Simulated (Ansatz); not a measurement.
# BrFH4HfO3: the cost of one run

All numbers below are computed with Ansatz 0.2.0 (RHF/def2-SVP).

**1. The starting structure**

Bond lengths: Hf1–F2 2.330 Å, Hf1–O3 2.070 Å, O3–H4 1.010 Å, Hf1–O5 2.069 Å, O5–H6 1.010 Å, Hf1–O7 2.069 Å, O7–H8 1.010 Å, Hf1–Br9 3.000 Å. Angles: F2–Hf1–O3 109.4°, F2–Hf1–O5 109.5°, F2–Hf1–O7 109.5°, F2–Hf1–Br9 71.6°, O3–Hf1–O5 109.5°, O3–Hf1–O7 109.5°, O3–Hf1–Br9 67.1°, O5–Hf1–O7 109.5°, O5–Hf1–Br9 72.9°, O7–Hf1–Br9 176.5°, Hf1–O3–H4 109.5°, Hf1–O5–H6 109.5°, Hf1–O7–H8 109.5°.

As a file:

```xyz
10

Hf    0.0000    0.0000    0.0000
F     0.0000    0.0000    2.3300
O     1.9520    0.0000   -0.6893
H     2.2684   -0.9521   -0.8060
O    -0.9750    1.6891   -0.6893
H    -1.9328    1.4584   -0.9117
O    -0.9750   -1.6891   -0.6893
H    -1.4296   -2.1548    0.0831
Br    1.5733    2.3727    0.9460
H     0.7115    1.0730    2.2030
```

**2. A restrained relaxation towards end A**

Springs on the bonds that form and break draw the guess towards this end; the thresholds are loose.

input.yaml reads:

```yaml
crystal:
  periodic: [false, false, false]
  atoms:
    - { symbol: Hf, position_ang: [0.0, 0.0, 0.0] }
    - { symbol: F, position_ang: [0.0, 0.0, 2.33] }
    - { symbol: O, position_ang: [1.952, 0.0, -0.6893] }
    - { symbol: H, position_ang: [2.2684, -0.9521, -0.806] }
    - { symbol: O, position_ang: [-0.975, 1.6891, -0.6893] }
    - { symbol: H, position_ang: [-1.9328, 1.4584, -0.9117] }
    - { symbol: O, position_ang: [-0.975, -1.6891, -0.6893] }
    - { symbol: H, position_ang: [-1.4296, -2.1548, 0.0831] }
    - { symbol: Br, position_ang: [1.5733, 2.3727, 0.946] }
    - { symbol: H, position_ang: [0.7115, 1.073, 2.203] }
basis:
  gaussian: { orbitals: def2-SVP }
hamiltonian:
  xc: hf
relax:
  f_tol: 0.15
  max_steps: 25
  restrain:
    - { distance: [0, 8], at: 3.9, k: 30.0 }
    - { distance: [9, 1], at: 2.12, k: 30.0 }
    - { distance: [0, 1], at: 1.98, k: 30.0 }
    - { distance: [9, 8], at: 1.55, k: 30.0 }
output:
  orbitals: {}
```

The run is started by

```bash
$ ansatz run input.yaml --threads 4 --pin off --max-ram 5120MiB --backend cpu --events-out ev --progress --plain --runs-dir out
```

Q: Estimate wall time and peak memory on 4 threads of Intel Xeon Platinum 8259CL at 2.50GHz (Skylake/Cascade Lake), shared host.

About 34 s, with a peak of 0.44 GiB.
